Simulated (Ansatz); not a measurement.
Geometry optimisation, DFT PBE-D3(BJ), scalar-relativistic, plane waves, PAW (Ansatz).

Input:

```yaml
crystal:
  lattice:
    - [6.6, 0.0, 0.0]
    - [0.0, 6.6, 0.0]
    - [0.0, 0.0, 6.6]
  atoms:
    - { symbol: Nb, position: [0.0, 0.0, 0.0] }
    - { symbol: Nb, position: [0.5, 0.0, 0.0] }
    - { symbol: Nb, position: [0.0, 0.5, 0.0] }
    - { symbol: Nb, position: [0.0, 0.0, 0.5] }
    - { symbol: Nb, position: [0.25, 0.25, 0.25] }
    - { symbol: Nb, position: [0.5, 0.5, 0.0] }
    - { symbol: Nb, position: [0.5, 0.0, 0.5] }
    - { symbol: Nb, position: [0.75, 0.25, 0.25] }
    - { symbol: Nb, position: [0.0, 0.5, 0.5] }
    - { symbol: Nb, position: [0.25, 0.75, 0.25] }
    - { symbol: Nb, position: [0.25, 0.25, 0.75] }
    - { symbol: Nb, position: [0.5, 0.5, 0.5] }
    - { symbol: Nb, position: [0.75, 0.75, 0.25] }
    - { symbol: Nb, position: [0.75, 0.25, 0.75] }
    - { symbol: Nb, position: [0.25, 0.75, 0.75] }
    - { symbol: Nb, position: [0.75, 0.75, 0.75] }
    - { symbol: H, position: [0.74883324, 0.37652958, 0.00615809] }
basis:
  ecutwfc: 420.0
kpoints:
  mp_grid: { grid: [3, 3, 3] }
hamiltonian:
  xc: pbe
  dispersion: d3bj
scf:
  occupations: { method: fermi_dirac, width: 0.15 }
  lower_state_search: "off"
relax:
  f_tol: 0.03
  max_steps: 60
  adjacent_minimum: "off"
output:
  write_density: true
  write_potential: true
  elf: true
  volumetric_format: npy
```

Launched with:

```bash
$ ansatz run input.yaml --threads 4 --pin off --max-ram 10240MiB --backend cpu --events-out ev --progress --plain --runs-dir out
```

**Question.** Where does it end, and by what steps?

**Answer.** It converged. The force dipped under the threshold on the way, but the program's further checks kept it going. Limits of this set-up: coarse k mesh, odd electron count without spin, a small cell, in which the defect meets its images, a typed lattice constant that wasn't relaxed here. After 4 steps the energy has fallen by 0.144 eV; Nb8 moved furthest, 0.06 Å.

```csv
step,energy less start (eV),largest force component (eV/Å),accepted
0,0.0000,1.179,yes
1,0.1395,1.127,no
2,-0.1375,0.152,yes
3,-0.1436,0.014,yes
4,-0.1436,0.014,yes
```

```xyz
17
Lattice="6.6000 0.0000 0.0000 0.0000 6.6000 0.0000 0.0000 0.0000 6.6000" Properties=species:S:1:pos:R:3
Nb 0.006 -0.001 0.002
Nb 3.293 -0.001 0.002
Nb 0.046 3.339 0.002
Nb 0.000 -0.014 3.303
Nb 1.650 1.662 1.650
Nb 3.253 3.339 0.002
Nb 3.299 -0.014 3.303
Nb 4.950 1.611 1.699
Nb -0.003 3.289 3.302
Nb 1.650 4.965 1.653
Nb 1.650 1.663 4.955
Nb 3.302 3.289 3.302
Nb 4.950 4.952 1.659
Nb 4.950 1.612 4.906
Nb 1.650 4.965 4.951
Nb 4.950 4.952 4.946
H 4.949 2.476 0.003
```

Whether the end is a true minimum wasn't checked by a vibrational analysis.

The run took 35 s on 4 threads of Intel(R) Xeon(R) 6975P-C (Granite Rapids), with other jobs on the host, peak memory 1.4 GiB.
